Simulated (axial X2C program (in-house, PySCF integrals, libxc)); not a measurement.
# KC: properties at the nuclei

Wanted for KC: properties at the nuclei, at the two-component level.

The runs use an in-house X2C program for linear molecules on PySCF integrals; two-component X2C with atomic mean-field terms, K dyall-acv3z, C dyall-av3z.

All values are calculated.

## (1) Input

The input, task.json:

```json
{
 "zs": [
  19,
  6
 ],
 "q": 0,
 "bas": [
  "dyall-acv3z",
  "dyall-av3z"
 ],
 "r0": 2.6,
 "levels": [
  "PBE0",
  "HF",
  "B3LYP"
 ],
 "nst": 1,
 "ff": 1,
 "thr": -3.5,
 "nmax": 130,
 "opt": {
  "ecut": 60
 }
}
```

Keys: zs atomic numbers; q charge; bas basis sets; r0 starting distance in Å; levels methods (HF also brings MP2); nst determinants followed; ff finite-field run; thr threshold in hartree for freezing inner shells (an s shell follows its p shell); nmax most natural virtual spinors; ecut virtual cutoff in hartree.

Started as:

```console
$ python soeom.py task.json out
```

The runs that follow: Expectation values, lowest determinant; Finite-field coupled cluster.

Before running it: what results should come out? Wanted: lowest determinant; Eeff magnitude; Ws magnitude K; A∥/gI K; qzz K (for each run or level that gives them).

As calculated:

| quantity | value |
| --- | --- |
| lowest determinant | Ω = 3/2 (excess of +ω over −ω: ω = 3/2) |
| Eeff magnitude (GV/cm), PBE0 | 0.0998 |
| Ws magnitude K (kHz), PBE0 | 0.0242 |
| A∥/gI K (MHz), PBE0 | 95.5 |
| qzz K (a.u.), PBE0 | -0.31 |
| Eeff magnitude (GV/cm), CCSD(T) | 0.0978 |
| Ws magnitude K (kHz), CCSD(T) | 0.0238 |
| A∥/gI K (MHz), CCSD(T) | 79.8 |
| qzz K (a.u.), CCSD(T) | -0.35 |

What this shows: In the first state, the effective field runs from 0.0878 to 0.103 GV/cm over the mean-field levels. The expectation values come from single determinants, which for open shells can mix terms of unlike spin or miss the lowest Ω, so a determinant need not be a state. Eeff is the effective electric field on the electron dipole moment in this Ω state and Ws the scalar–pseudoscalar constant (defined with the proton number Z and per Ω); A∥ is the parallel hyperfine constant, which follows by multiplying with the nuclear g factor gI = μI/(I μN); qzz is the electric field gradient, eQq0 = 234.96 MHz × Q/barn × qzz; μ is positive if C is the positive end. The operators were transformed with the bare-nucleus X2C matrices. Correlation of the inner shells is missing, which matters for properties at the nucleus.
